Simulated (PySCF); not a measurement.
C2F3H3, in a box:

```xyz
8
Lattice="13.0000 0.0000 0.0000 0.0000 12.0000 0.0000 0.0000 0.0000 13.0000" Properties=species:S:1:pos:R:3 pbc="T T T"
C     5.8075    5.7767    7.1019
C     6.9805    6.0281    6.2067
F     8.1157    5.5361    6.7243
F     6.8181    5.4599    5.0027
F     7.1771    7.3384    6.0005
H     5.9813    6.2539    8.0653
H     5.6849    4.7035    7.2416
H     4.9103    6.1913    6.6444
```

Base run:

```yaml
Program: PySCF 2.14.0
Functional: PBE
Potentials_or_basis: cc-pvdz (all-electron)
k_mesh: 1 × 1 × 1
Occupations: fixed
Spin: no spin polarisation
```

Its results: gap between the frontier levels 10.06 eV.

Problem. The run is repeated on the same cell with these changes: functional from PBE to PBEsol0. What comes out?

Solution. Gap between the frontier levels 12.92 eV.

PBEsol0 gives the wider gap, since exact exchange removes part of the self-interaction.

Caveats: this is a molecule in a periodic box at the Γ point, so its band gap is the HOMO-LUMO gap; the basis of atomic orbitals isn't converged, which shifts pressures, moduli and gaps.

